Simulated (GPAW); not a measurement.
# BiTe (R-3m) in GPAW: further runs

The runs below take BiTe through hybrid scf, single point, with r2SCAN0+D3(BJ), PBEsol.

All numbers are computed with GPAW 26.7.0; they aren't measurements. Logs are shortened: lines on timing, memory, paths and dates and some standing lists are left out, and cuts for length are marked. The log counts tension as positive stress, the text compression.

**1. The structure**

The structure is trigonal, space group R-3m (No. 166). Conventional cell: a = 4.845 Å, b = 4.845 Å, c = 9.952 Å, α = 90.00°, β = 90.00°, γ = 120.00°. Bi (site symmetry -3m) has 6 Te at 3.25 Å as nearest neighbours. Around Te (site symmetry -3m) lie 6 Bi at 3.25 Å.

The cell comes from a database or a generator and needn't be the stable form of this composition.

**2. Hybrid scf, r2SCAN0+D3(BJ)**

File run.py:

```python
import numpy as np
from ase import Atoms
from ase.calculators.mixing import SumCalculator
from ase.dft.bandgap import bandgap
from ase.io import write
from dftd3.ase import DFTD3
from gpaw import GPAW, PW
from gpaw.xc import parametrizedxc

class ScaledMGGA(parametrizedxc.ParametrizedKernel):
    """Weighted sum of Libxc meta-GGA parts, named like '0.75_MGGA_X_..+1.0_MGGA_C_..'."""
    def __init__(self, name):
        super().__init__(name)
        self.type = 'MGGA'

    def calculate(self, e_g, n_sg, dedn_sg, sigma_xg, dedsigma_xg, tau_sg, dedtau_sg):
        e_g[:] = dedsigma_xg[:] = dedtau_sg[:] = 0.0
        for kernel, c in zip(self.kernels, self.coefs):
            e, v, s, t = [np.zeros_like(x) for x in [e_g, dedn_sg, dedsigma_xg, dedtau_sg]]
            kernel.calculate(e, n_sg, v, sigma_xg, s, tau_sg, t)
            e_g += c * e
            dedn_sg += c * v
            dedsigma_xg += c * s
            dedtau_sg += c * t

parametrizedxc.ParametrizedKernel = ScaledMGGA

atoms = Atoms(['Bi', 'Te'],
              cell=[[2.4227077728, 1.3987509848, 3.3172919545],
                    [-2.4227077728, 1.3987509848, 3.3172919545],
                    [0.0, -2.7975019696, 3.3172919545]],
              scaled_positions=[[0.5, 0.5, 0.5],
                                [0.0, 0.0, 0.0]],
              pbc=True)

calc = GPAW(mode=PW(450),
            xc={'name': '0.750_MGGA_X_R2SCAN+1.0_MGGA_C_R2SCAN', 'fraction': 0.25, 'omega': 0.0, 'backend': 'pw'},
            kpts={'size': (2, 2, 2), 'gamma': True},
            occupations={'name': 'fermi-dirac', 'width': 0.05},
            nbands=20,
            convergence={'density': 0.0001},
            symmetry={'point_group': False},
            maxiter=40,
            txt='gpaw.txt')
atoms.calc = SumCalculator([calc, DFTD3(method='r2scan0', damping='d3bj')])
energy = atoms.get_potential_energy()
calc.write('gs.gpw')
write('result.traj', atoms)
print(f'Energy: {energy:.6f} eV')
print('Fermi level:', round(calc.get_fermi_level(), 4), 'eV')
print(f'Gap: {bandgap(calc)[0]:.4f} eV, direct: {bandgap(calc, direct=True)[0]:.4f} eV')
```

Potentials or basis: GPAW PAW data sets (gpaw-data 1.2.1), pw.

Launch:

```bash
$ OMP_NUM_THREADS=1 python run.py
```

gpaw.txt:

```text
__  _  _
 | _ |_)|_||  |
 |__||  | ||/\| - 26.7.0

Input parameters:
  mode=PW(ecut=450.00000000000006),
  convergence={'density': 0.0001},
  kpts=MonkhorstPack(size=(2, 2, 2), gamma=True),
  maxiter=40,
  nbands=20,
  occupations=Occupations(name='fermi-dirac', width=0.05),
  symmetry=Symmetry(point_group=False),
  xc=XC(name='0.750_MGGA_X_R2SCAN+1.0_MGGA_C_R2SCAN', fraction=0.25, omega=0.0, backend='pw')

Diagonalizing LCAO Hamiltonian
Converting LCAO to pw mode

       Bi

       Te

Atoms  # Å, Bohr magnetons
|   | symbol |        x |        y |        z |    initial magnetic moments |
|---|--------|----------|----------|----------|-----------------------------|
| 0 |     Bi | 0.000000 | 0.000000 | 4.975938 | ( 0.0000,  0.0000,  0.0000) |
| 1 |     Te | 0.000000 | 0.000000 | 0.000000 | ( 0.0000,  0.0000,  0.0000) |

Unit cell  # Å
| periodic |         x |         y |        z |  lengths |    angles |
|----------|-----------|-----------|----------|----------|-----------|
|      yes |  2.422708 |  1.398751 | 3.317292 | 4.339406 | 67.877182 |
|      yes | -2.422708 |  1.398751 | 3.317292 | 4.339406 | 67.877182 |
|      yes |  0.000000 | -2.797502 | 3.317292 | 4.339406 | 67.877182 |

Number of symmetries: 1
Symmetry operations  # r_c * U_cc + t_c -> r_c
|   | kind |            matrix            |
|---|------|------------------------------|
| 0 |  E   |  1, 0, 0,  0, 1, 0,  0, 0, 1 |

BZ-sampling:
  Number of BZ points: 8
  Number of IBZ points: 8

  Monkhorst-Pack size: [2, 2, 2]
  Monkhorst-Pack shift: [0.25, 0.25, 0.25]

K-points  # in reciprocal-cell coordinates
|   |                                coordinates |     weight |
|---|--------------------------------------------|------------|
| 0 | (  0.00000000,   0.00000000,   0.00000000) | 0.12500000 |
| 1 | (  0.00000000,   0.00000000,   0.50000000) | 0.12500000 |
| 2 | (  0.00000000,   0.50000000,   0.00000000) | 0.12500000 |
| 3 | (  0.00000000,   0.50000000,   0.50000000) | 0.12500000 |
| 4 | (  0.50000000,   0.00000000,   0.00000000) | 0.12500000 |
| 5 | (  0.50000000,   0.00000000,   0.50000000) | 0.12500000 |
| 6 | (  0.50000000,   0.50000000,   0.00000000) | 0.12500000 |
| 7 | (  0.50000000,   0.50000000,   0.50000000) | 0.12500000 |

Plane wave coefficients: 1487
Cutoff: 450.00000000000006 eV

Spin-components: 1 (collinear spins)
Bands:           20
Projectors:      11
Spin-degeneracy: 2
Datatype:        complex128

Parallelization:
  kpt:    1
  domain: 1
  band:   1

Density:
  Valence electrons: 21.0
  Components: 1
  Grid points: [24 24 24]
  Charge: 0.0  # |e|

Potential:
  Grid points: [24 24 24]

species:
  Bi:
    name:    Bismuth
    Z:       83.0
    valence: 15
    core:    68
    charge:  0.0  # [|e|]
    compensation charges:
      type: gauss
      rc: 0.38  # [Å]
      lmax: 2
    cutoffs:
      filter: 2.23  # [Å]
      core: 2.33  # [Å]
    projectors
    | kind |    occ | energy [eV] | rcut [Å] |
    |------|--------|-------------|----------|
    |   6s |  2.000 |     -14.385 |    1.286 |
    |   6p |  3.000 |      -4.580 |    1.275 |
    |   5d | 10.000 |     -27.119 |    1.349 |
    |    s |        |      12.827 |    1.286 |
    |    p |        |      22.631 |    1.275 |
    |    d |        |       0.093 |    1.349 |

    Using partial waves for Bi as LCAO basis

  Te:
    name:    Tellurium
    Z:       52.0
    valence: 6
    core:    46
    charge:  0.0  # [|e|]
    compensation charges:
      type: gauss
      rc: 0.36  # [Å]
      lmax: 2
    cutoffs:
      filter: 2.09  # [Å]
      core: 3.17  # [Å]
    projectors
    | kind |    occ | energy [eV] | rcut [Å] |
    |------|--------|-------------|----------|
    |   5s |  2.000 |     -15.089 |    1.180 |
    |   5p |  4.000 |      -5.955 |    1.196 |
    |    s |        |      12.123 |    1.180 |
    |    p |        |      21.256 |    1.196 |
    |    d |        |       0.000 |    1.238 |

    Using partial waves for Te as LCAO basis

Reference energy: -769639.066386  # eV

eigensolver:
  PPCG
  Converge bands: occupied
  niter=2

density mixing:
  MSR1-Mixer
  Pratt-step length: 0.05
  Maximum mixing coefficient: 0.75
  Old densities: 10
  SVD Regularization: 0.005
  Good broyden scale: 1.0
  Trust region scale: 1.0
  Backstep threshold: 4.0
  History deletion threshold: 6.0
  Fourier metric: weight=20.0, sigma=0.015

occupation numbers:
  Fermi-Dirac:
    width: 0.0500  # eV

poisson solver:
  ecut: 3600.0000000000005  # eV

xc functional:
  name: 0.750_MGGA_X_R2SCAN+1.0_MGGA_C_R2SCAN with 2 nearest neighbor stencil

convergence criteria:
- Maximum integral of absolute [dens]ity change: 0.0001 electrons / valence electron
- Maximum [total energy] change in last 3 cyles: 0.0005 eV / valence electron
- Maximum integral of absolute [eigenst]ate change: 4e-08 eV^2 / valence electron
maximum number of iterations: 40

IBZ(<points: 8, symmetries: 1>)
Occupied bands: 13
SCF iterations
|iter     | |      energy | eigst |  dens |
|---------|-|-------------|-------|-------|
|iter:   1| |-3837.318899 | +0.71 |       |
|iter:   2| |  -36.461982 | -0.46 | -0.92 |
|iter:   3| |  -36.547266 | -1.84 | -1.15 |
|iter:   4| |  -36.425962 | -2.73 | -1.26 |
|iter:   5| |  -36.426200 | -2.78 | -1.45 |
|iter:   6| |  -36.444787 | -3.03 | -1.73 |
|iter:   7| |  -36.456680 | -3.18 | -2.07 |
|iter:   8| |  -36.457823 | -4.52 | -2.70 |
|iter:   9| |  -36.473404 | -5.35 | -2.76 |
|iter:  10| |  -36.512481 | -5.00 | -2.32 |
|iter:  11| |  -36.511628 | -4.67 | -2.17 |
|iter:  12| |  -36.513084c| -5.19 | -2.33 |
|iter:  13| |  -36.512920c| -6.13 | -2.24 |
|iter:  14| |  -36.510491c| -4.27 | -2.27 |
|iter:  15| |  -36.511262c| -5.48 | -2.70 |
|iter:  16| |  -36.510559c| -4.63 | -2.53 |
|iter:  17| |  -36.510619c| -5.98 | -3.38 |
|iter:  18| |  -36.510622c| -6.51 | -3.63 |
|iter:  19| |  -36.510624c| -7.48c| -4.11c|

Converged in 19 steps
Energy contributions relative to reference atoms: (reference = -769639.066386)

Energy contributions:
  Kinetic:          24.390633
  Coulomb:         -20.811456
  Zero:             -2.092759
  External:          0.000000
  Xc:             3789.972809
  Entropy:          -0.000057
  Spinorbit:         0.000000
  Hybrid_Xc_Cc:     -3724.072562
  Hybrid_Xc_Vc:       -52.365588
  Hybrid_Xc_Vv:       -51.531673
  ----------------------------
  Free energy:     -36.510652
  Extrapolated:    -36.510624

dipole moment: (-0.000008, -0.000008, -42.057767)  # |e|*Ang

Fermi level: 5.328
Eigenvalues  # (at kpt = [0.000, 0.000, 0.000])
| band index |      eig [eV] | occ [0-2] |
|------------|---------------|-----------|
|          0 |       -20.923 |     2.000 |
|        ... |               |           |
|          2 |       -20.846 |     2.000 |
|          3 |       -20.835 |     2.000 |
|          4 |       -20.814 |     2.000 |
|          5 |        -9.371 |     2.000 |
|          6 |        -3.104 |     2.000 |
|          7 |         2.494 |     2.000 |
[... 8 lines left out ...]
|         16 |        14.145 |     0.000 |
|         17 |        14.364 |     0.000 |
|        ... |               |           |
|         19 |        14.576 |     0.000 |

No gap
No difference between direct/indirect transitions
# Writing to gs.gpw (mode='')
```

Run time: 14 min. Hardware: 1 thread of Arm Neoverse V2, shared host; peak memory 0.34 GiB.

These settings aren't checked as converged: the numbers below hold their error.

What came out:

```
Free energy                : -37.0687 eV
Band gap on the k mesh     : none (metal or under the smearing width)
Dispersion energy per atom : -0.279 eV
```

Caveat: the k mesh is coarse (spacing up to 0.81 Å⁻¹), so the values aren't converged, least of all with exact exchange; exact exchange converges slowly with the k mesh, and this mesh is small; the scaled meta-GGA exchange is a class typed in the script; the PAW data sets were made with another functional, which shifts forces and pressure a little; spin-orbit coupling is left out, which moves the levels of the heavy elements; pairwise dispersion overbinds metals, which lowers pressure and volume.

**3. Single point, PBEsol, 31.08 Å³/atom**

File run.py:

```python
from ase import Atoms
from ase.dft.bandgap import bandgap
from ase.io import write
from ase.units import GPa
from gpaw import GPAW, PW, setup_paths

setup_paths.insert(0, '.')

atoms = Atoms(['Bi', 'Te'],
              cell=[[2.3257994619, 1.3428009454, 3.3172919545],
                    [-2.3257994619, 1.3428009454, 3.3172919545],
                    [0.0, -2.6856018908, 3.3172919545]],
              scaled_positions=[[0.5, 0.5, 0.5],
                                [0.0, 0.0, 0.0]],
              pbc=True)

calc = GPAW(mode=PW(600),
            xc='PBEsol',
            kpts={'size': (7, 7, 7), 'gamma': True},
            occupations={'name': 'fermi-dirac', 'width': 0.05},
            nbands=20,
            convergence={'density': 1e-05, 'energy': 1e-05},
            maxiter=150,
            txt='gpaw.txt')
atoms.calc = calc
energy = atoms.get_potential_energy()
forces = atoms.get_forces()
stress = atoms.get_stress()
calc.write('gs.gpw')
write('result.traj', atoms)
print(f'Energy: {energy:.6f} eV')
print('Forces (eV/A):')
print(forces.round(4))
print('Stress (GPa):', (stress / GPa).round(3))
print('Fermi level:', round(calc.get_fermi_level(), 4), 'eV')
print(f'Gap: {bandgap(calc)[0]:.4f} eV, direct: {bandgap(calc, direct=True)[0]:.4f} eV')
```

Potentials or basis: PAW data sets generated in the run's folder for this functional, pw.

Launch:

```bash
$ gpaw-setup -f PBEsol Bi Te
$ OMP_NUM_THREADS=1 python run.py
```

gpaw.txt:

```text
__  _  _
 | _ |_)|_||  |
 |__||  | ||/\| - 26.7.0

Input parameters:
  mode=PW(ecut=600.0),
  convergence={'density': 1e-05, 'energy': 1e-05},
  kpts=MonkhorstPack(size=(7, 7, 7), gamma=True),
  maxiter=150,
  nbands=20,
  occupations=Occupations(name='fermi-dirac', width=0.05),
  xc=XC(name='PBEsol')

Diagonalizing LCAO Hamiltonian
Converting LCAO to pw mode

       Bi

       Te

Atoms  # Å, Bohr magnetons
|   | symbol |        x |        y |        z |    initial magnetic moments |
|---|--------|----------|----------|----------|-----------------------------|
| 0 |     Bi | 0.000000 | 0.000000 | 4.975938 | ( 0.0000,  0.0000,  0.0000) |
| 1 |     Te | 0.000000 | 0.000000 | 0.000000 | ( 0.0000,  0.0000,  0.0000) |

Unit cell  # Å
| periodic |         x |         y |        z |  lengths |    angles |
|----------|-----------|-----------|----------|----------|-----------|
|      yes |  2.325799 |  1.342801 | 3.317292 | 4.268124 | 66.038819 |
|      yes | -2.325799 |  1.342801 | 3.317292 | 4.268124 | 66.038819 |
[... 165 lines left out ...]

Energy contributions:
  Kinetic:          27.040619
  Coulomb:         -24.988843
  Zero:             -1.356330
  External:          0.000000
  Xc:               -9.508479
  Entropy:          -0.015220
  Spinorbit:         0.000000
  ----------------------------
  Free energy:      -8.828253
  Extrapolated:     -8.820643

dipole moment: (0.000000, -0.000000, -42.605227)  # |e|*Ang

Fermi level: 7.308
Eigenvalues  # (at kpt = [0.000, 0.000, 0.000])
| band index |      eig [eV] | occ [0-2] |
|------------|---------------|-----------|
|          0 |       -16.061 |     2.000 |
|        ... |               |           |
|          2 |       -16.050 |     2.000 |
|          3 |       -16.050 |     2.000 |
|          4 |       -16.030 |     2.000 |
|          5 |        -6.773 |     2.000 |
|          6 |        -0.533 |     2.000 |
|          7 |         4.173 |     2.000 |
[... 8 lines left out ...]
|         16 |        13.809 |     0.000 |
|         17 |        13.862 |     0.000 |
|        ... |               |           |
|         19 |        14.216 |     0.000 |

No gap
No difference between direct/indirect transitions

Forces  # eV/Ang
|        x |        y |       z |
|----------|----------|---------|
|  0.00000 |  0.00000 | 0.00000 |  # Bi   0
| -0.00000 | -0.00000 | 0.00000 |  # Te   1

Stress tensor  # eV/Ang^3
|         x |         y |         z |
|-----------|-----------|-----------|
| -0.017280 |  0.000000 | -0.000000 |
|  0.000000 | -0.017280 | -0.000000 |
| -0.000000 | -0.000000 | -0.007837 |

# Writing to gs.gpw (mode='')
```

Wall time 31 s (1 thread of Intel Xeon Platinum 8375C at 2.90GHz (Ice Lake), shared host); peak memory 0.19 GiB.

Results:

```yaml
Free_energy: -8.8283 eV
Pressure: 2.3 GPa
Band_gap_on_the_k_mesh: none (metal or under the smearing width)
```

Caveat: the density grid can change from cell to cell, which puts small steps into energies and stress; spin-orbit coupling is left out, which moves the levels of the heavy elements.

**4. Single point, PBEsol, 32.39 Å³/atom**

run.py, as its differences from that of step 3:

```diff
@@ -9,5 +9,5 @@
 atoms = Atoms(['Bi', 'Te'],
-              cell=[[2.3257994619, 1.3428009454, 3.3172919545],
-                    [-2.3257994619, 1.3428009454, 3.3172919545],
-                    [0.0, -2.6856018908, 3.3172919545]],
+              cell=[[2.3742536173, 1.3707759651, 3.3172919545],
+                    [-2.3742536173, 1.3707759651, 3.3172919545],
+                    [0.0, -2.7415519302, 3.3172919545]],
               scaled_positions=[[0.5, 0.5, 0.5],
```

Launch:

```bash
$ gpaw-setup -f PBEsol Bi Te
$ OMP_NUM_THREADS=1 python run.py
```

Wall time 27 s (1 thread of Intel Xeon Platinum 8375C at 2.90GHz (Ice Lake), shared host); peak memory 0.19 GiB.

It converged, with:

```yaml
Free_energy: -8.8493 eV
Pressure: -0.4 GPa
Band_gap_on_the_k_mesh: none (metal or under the smearing width)
```

Caveat: the density grid can change from cell to cell, which puts small steps into energies and stress; spin-orbit coupling is left out, which moves the levels of the heavy elements.
